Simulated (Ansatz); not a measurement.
# BeHBr (singlet): from Hartree-Fock to the top rungs at a displaced geometry (v2), cc-pVDZ

How much of the correlation energy of BeHBr (singlet) does each wave-function method recover here?

Method: cc-pVDZ, core rule «outside noble gas», up to 15 orbitals frozen; program: Ansatz 0.2.0, Gaussian basis.

To be run: UHF; CCSD(T) on RHF; BCCD(T) on RHF; CISD; CCSDT(Q) on RHF.

32 further runs of the same task are left out: 12 for a known fault of the program, 1 for a mislabelled method, 9 that didn't finish, 10 set aside as unsound or not needed.

## Step 1: What is computed

The geometry is a PBE0/def2-TZVP stationary point (not a proven minimum) with its atoms shifted at random (size 0.100 Å). No spin-orbit coupling is included. The filled d shell of Br may be among the frozen orbitals whatever the setting's name suggests; the logs give the count.

3 atoms, charge 0, spin multiplicity 1.

Atoms are counted from 1 here; the program's logs count them from 0.

Bond lengths: Br1–Be2 1.953 Å, Be2–H3 1.342 Å. Angles: Br1–Be2–H3 171.7°.

## Step 2: UHF

in.yaml

```yaml
crystal:
  periodic: [false, false, false]
  atoms:
    - {symbol: Br, position_ang: [0.084376, 0.005225, 1.743398]}
    - {symbol: Be, position_ang: [-0.080498, 0.013599, -0.202209]}
    - {symbol: H, position_ang: [-0.003878, -0.018825, -1.541189]}
basis:
  gaussian: {orbitals: cc-pVDZ}
magnetization: {spin_polarized: true, initial_magnetization: 0}
hamiltonian: {xc: hf}
output: {orbitals: {seedname: orbitals}}
```

The run is started by

```console
ansatz run in.yaml --threads 1 --pin off --events-out ev --progress --plain --max-ram 2393MiB
```

After this run come: CCSD(T) on RHF; BCCD(T) on RHF; CISD; CCSDT(Q) on RHF.

**Question.** What will the summary of the whole plan be? Wanted: RCCSDT(Q) below the RHF energy; RMP2 from RCCSDT(Q); RCCSD from RCCSDT(Q); RCCSD(T) from RCCSDT(Q); T1 diagnostic.

**Answer**, as computed:

| quantity | value |
| --- | --- |
| RCCSDT(Q) below the RHF energy | -4.8828 eV |
| RMP2 from RCCSDT(Q) | +15.11 kcal/mol |
| RCCSD from RCCSDT(Q) | +2.58 kcal/mol |
| RCCSD(T) from RCCSDT(Q) | +0.44 kcal/mol |
| levels within 1 kcal/mol (43 meV) | RCCSD(T), BCCD(T), RCCSDT |
| T1 diagnostic | 0.011 |

RCCSD(T) misses by +0.44 kcal/mol, 0.4 % of the correlation energy. These misses are within one basis, not against nature.
